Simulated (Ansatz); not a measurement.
**C2H8AlNS: one species, many methods**

The task here is to estimate one member of a computed series from the others.

The runs use Ansatz 0.2.0, Gaussian basis; functionals in def2-TZVPP, the program's frozen cores in correlated methods.

Plan: LDA (SPW92), PBE-D4, revPBE-D4, BLYP-D4, r2SCAN-D4, B97M-V, PBE0-D4, B3LYP-D4, r2SCANh-D4, r2SCAN0-D4, HSE06-D4, BHLYP-D4, CAM-B3LYP-D4, LC-ωPBE, ωB97X-V, ωB97M-V, B2PLYP, PBE-QIDH; CCSD(T)/def2-SVP; CCSD(T)/def2-TZVPP; MP2/def2-QZVPP; extrapolation to the limit; RPA on PBE.

## The relaxed structure

All runs share one geometry, relaxed beforehand with PBE0-D4 in a triple-zeta def2 set.

13 atoms, charge 0, spin multiplicity 1.

Atoms are counted from 1 here; the program's logs count them from 0.

Bond lengths: C1–C2 1.475 Å, C1–H6 1.095 Å, C1–H7 1.094 Å, C1–H8 1.094 Å, C2–N3 1.292 Å, C2–Al4 2.074 Å, N3–H9 1.016 Å, N3–H10 1.016 Å, Al4–S5 2.252 Å, Al4–H11 1.598 Å, Al4–H12 1.619 Å, S5–H13 1.343 Å. Angles: C2–C1–H6 114.8°, C2–C1–H7 107.7°, C2–C1–H8 108.7°, H6–C1–H7 109.7°, H6–C1–H8 109.7°, H7–C1–H8 105.7°, C1–C2–N3 117.6°, C1–C2–Al4 127.4°, N3–C2–Al4 114.9°, C2–N3–H9 118.2°, C2–N3–H10 123.7°, H9–N3–H10 118.0°, C2–Al4–S5 100.6°, C2–Al4–H11 107.9°, C2–Al4–H12 96.2°, S5–Al4–H11 115.5°, S5–Al4–H12 112.2°, H11–Al4–H12 120.2° and more.

Set-up of the first run:

Contents of in.yaml:

```yaml
crystal:
  periodic: [false, false, false]
  atoms:
    - {symbol: C, position_ang: [-1.232250, 0.513703, 0.943146]}
    - {symbol: C, position_ang: [0.010924, -0.173257, 0.543835]}
    - {symbol: N, position_ang: [0.895965, -0.389179, 1.459993]}
    - {symbol: Al, position_ang: [0.590840, -0.712686, -1.372662]}
    - {symbol: S, position_ang: [0.824853, 1.316200, -2.321237]}
    - {symbol: H, position_ang: [-1.292469, 0.775668, 2.005000]}
    - {symbol: H, position_ang: [-1.322709, 1.418202, 0.334035]}
    - {symbol: H, position_ang: [-2.084665, -0.114933, 0.669221]}
    - {symbol: H, position_ang: [1.762491, -0.847300, 1.192731]}
    - {symbol: H, position_ang: [0.784430, -0.107430, 2.429361]}
    - {symbol: H, position_ang: [-0.557517, -1.634768, -1.993537]}
    - {symbol: H, position_ang: [2.013532, -1.357620, -0.948347]}
    - {symbol: H, position_ang: [-0.373124, 1.278402, -2.926739]}
basis:
  gaussian: {orbitals: def2-TZVPP}
hamiltonian: {xc: lda}
output: {orbitals: {seedname: orbitals}}
```

Run with:

```bash
ansatz run in.yaml --threads 4 --pin off --events-out ev --progress --plain --max-ram 10444MiB
```

Steps of the session up to this table: LDA; PBE-D4 (GGA); revPBE-D4 (GGA); BLYP-D4 (GGA); r2SCAN-D4 (meta-GGA); B97M-V (meta-GGA); B3LYP-D4 (hybrid); r2SCANh-D4 (hybrid); r2SCAN0-D4 (hybrid); HSE06-D4 (hybrid); BHLYP-D4 (hybrid); CAM-B3LYP-D4 (range-separated); LC-ωPBE (range-separated); ωB97X-V (range-separated); ωB97M-V (range-separated); B2PLYP (double hybrid); PBE-QIDH (double hybrid).

One of the session's tables, all rows but one given; the rest of the session is left out.

It belongs to the step «Orbital energies across the functionals». 

```
  functional  HOMO (eV)  LUMO (eV)  gap (eV)
 LDA (SPW92)      -5.37      -3.08      2.30
      PBE-D4      -5.25      -2.87      2.37
   revPBE-D4      -5.19      -2.79      2.40
     BLYP-D4      -5.07      -2.72      2.35
   r2SCAN-D4      -5.51      -2.67      2.84
      B97M-V          ?          ?         ?
     PBE0-D4      -6.39      -1.83      4.57
    B3LYP-D4      -6.15      -2.05      4.10
  r2SCANh-D4      -5.93      -2.29      3.64
  r2SCAN0-D4      -6.58      -1.70      4.87
    HSE06-D4      -6.00      -2.21      3.79
    BHLYP-D4      -7.42      -0.59      6.83
CAM-B3LYP-D4      -7.67      -0.62      7.05
     LC-ωPBE      -9.06       0.54      9.61
     ωB97X-V      -8.71       0.49      9.20
     ωB97M-V      -8.56       0.40      8.96
```

**Question.** Estimate the row for B97M-V.

As computed: HOMO (eV): -5.61; LUMO (eV): -2.59; gap (eV): 3.02. In the column «HOMO (eV)» it lies between r2SCANh-D4 (-5.93) and r2SCAN-D4 (-5.51).
